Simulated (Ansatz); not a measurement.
**C₂H₂F₂OTi: a ladder of functionals and wavefunction methods**

The task here is to estimate one member of a computed series from the others.

Computed with Ansatz 0.2.0, Gaussian basis. Level: functionals in def2-TZVPP, the program's frozen cores in correlated methods.

Plan: LDA (SPW92), PBE-D4, revPBE-D4, BLYP-D4, r2SCAN-D4, B97M-V, PBE0-D4, B3LYP-D4, r2SCANh-D4, r2SCAN0-D4, HSE06-D4, BHLYP-D4, CAM-B3LYP-D4, LC-ωPBE, ωB97X-V, ωB97M-V, B2PLYP, PBE-QIDH; CCSD(T)/def2-SVP; CCSD(T)/def2-TZVPP; MP2/def2-QZVPP; extrapolation to the limit; RPA on PBE.

## The relaxed structure

All runs share one geometry, relaxed beforehand with PBE0-D4 in a triple-zeta def2 set.

SMILES `C#[C][Ti]([OH])([F])[F]`, 8 atoms, charge 0, spin multiplicity 1.

Atoms are counted from 1 here; the program's logs count them from 0.

Bond lengths: C1–C2 1.214 Å, C1–H7 1.067 Å, C2–Ti3 2.022 Å, Ti3–O4 1.762 Å, Ti3–F5 1.748 Å, Ti3–F6 1.747 Å, O4–H8 0.958 Å. Angles: C2–C1–H7 179.8°, C1–C2–Ti3 178.9°, C2–Ti3–O4 107.2°, C2–Ti3–F5 109.3°, C2–Ti3–F6 107.8°, O4–Ti3–F5 110.2°, O4–Ti3–F6 110.7°, F5–Ti3–F6 111.5°, Ti3–O4–H8 140.0°.

Set-up of the first run:

Contents of in.yaml:

```yaml
crystal:
  periodic: [false, false, false]
  atoms:
    - {symbol: C, position_ang: [1.390819, -1.352770, -1.370988]}
    - {symbol: C, position_ang: [0.781717, -0.555562, -0.688179]}
    - {symbol: Ti, position_ang: [-0.200108, 0.795435, 0.450923]}
    - {symbol: O, position_ang: [-1.850263, 0.211202, 0.648434]}
    - {symbol: F, position_ang: [-0.201130, 2.344168, -0.360342]}
    - {symbol: F, position_ang: [0.613603, 0.882671, 1.994355]}
    - {symbol: H, position_ang: [1.928583, -2.051176, -1.972435]}
    - {symbol: H, position_ang: [-2.370920, -0.331068, 1.242531]}
basis:
  gaussian: {orbitals: def2-TZVPP}
hamiltonian: {xc: lda}
output: {orbitals: {seedname: orbitals}}
```

Among the steps run: LDA; PBE-D4 (GGA); revPBE-D4 (GGA); BLYP-D4 (GGA); r2SCAN-D4 (meta-GGA); B97M-V (meta-GGA); PBE0-D4 (hybrid); B3LYP-D4 (hybrid); r2SCANh-D4 (hybrid); r2SCAN0-D4 (hybrid); HSE06-D4 (hybrid); BHLYP-D4 (hybrid); CAM-B3LYP-D4 (range-separated); LC-ωPBE-D4 (range-separated; the results give it without D4); ωB97X-V (range-separated); ωB97M-V (range-separated); B2PLYP (double hybrid); PBE-QIDH (double hybrid).

One of the session's tables, all rows but one given; the rest of the session is left out.

It belongs to the step «Orbital energies across the functionals». 

| functional | HOMO (eV) | LUMO (eV) | gap (eV) |
| --- | --- | --- | --- |
| LDA (SPW92) | -7.47 | -3.96 | 3.50 |
| PBE-D4 | -7.23 | -3.68 | 3.55 |
| revPBE-D4 | -7.15 | -3.58 | 3.56 |
| BLYP-D4 | -7.07 | -3.60 | 3.47 |
| r2SCAN-D4 | -7.49 | -3.62 | 3.87 |
| B97M-V | ? | ? | ? |
| PBE0-D4 | -8.47 | -2.77 | 5.70 |
| B3LYP-D4 | -8.22 | -3.06 | 5.17 |
| r2SCANh-D4 | -7.96 | -3.27 | 4.68 |
| r2SCAN0-D4 | -8.65 | -2.72 | 5.93 |
| HSE06-D4 | -8.07 | -3.15 | 4.91 |
| BHLYP-D4 | -9.54 | -1.69 | 7.85 |
| CAM-B3LYP-D4 | -9.81 | -1.69 | 8.11 |
| LC-ωPBE | -11.20 | -0.49 | 10.71 |
| ωB97X-V | -10.79 | -0.52 | 10.27 |
| ωB97M-V | -10.69 | -0.54 | 10.14 |

Estimate the missing values for B97M-V.

**Answer.** HOMO (eV): -7.45; LUMO (eV): -3.61; gap (eV): 3.85. In the column «HOMO (eV)» it lies between LDA (SPW92) (-7.47) and PBE-D4 (-7.23).
